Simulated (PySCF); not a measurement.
# C4H6ClN3: the cost of one run

Computed with PySCF 2.14.0, with density-fitted response routines of our own, on a single molecule in the gas phase. Atoms count from 0, in the outputs and in this text.

### 1 The molecule as given

14 atoms, charge 0, multiplicity 1; geometry from: GFN2-xTB.

Bonds of the start (Å): C0–C1 1.48, C1–N2 1.33, N2–N3 1.31, N3–C4 1.43, N3–N5 1.31, N5–C6 1.33, C6–Cl7 1.70, C6–C1 1.41, C0–H8 1.09, C0–H9 1.09, C0–H10 1.09, C4–H11 1.09, C4–H12 1.09, C4–H13 1.09.

### 2 TDDFT and polarisability: PBE0/def2-SVPD

The job: settings as JSON, then the geometry in Å.

```
{"job": {"kind": "uv", "xc": "PBE0", "basis": "def2-SVPD", "nstates": 8, "ntriplets": 3}, "charge": 0, "multiplicity": 1}
C     -2.248559    -0.783803     0.111180
C     -0.924304    -0.130325     0.002096
N      0.185767    -0.746455    -0.383471
N      1.129342     0.164331    -0.348682
C      2.493325    -0.122907    -0.670982
N      0.732449     1.353840     0.037473
C     -0.566866     1.205451     0.267812
Cl    -1.564090     2.474665     0.791303
H     -2.161442    -1.827343    -0.174967
H     -2.967993    -0.287394    -0.537801
H     -2.614214    -0.715742     1.134411
H      3.035454    -0.448326     0.219368
H      2.955698     0.781065    -1.061107
H      2.514754    -0.917530    -1.413778
```

With the program's defaults for keys left out, this is: TDDFT PBE0/def2-SVPD, vertical, gas phase, core orbitals frozen in the response.

Launch:

```sh
$ OMP_NUM_THREADS=1 python probes_run.py task.json out
```

One launch serves the whole session: the jobs run in the order shown.

Q: Estimate the wall time and peak memory of this job on 1 thread of Arm Neoverse V2, shared host.

About 38 s, with a peak of 0.86 GiB.
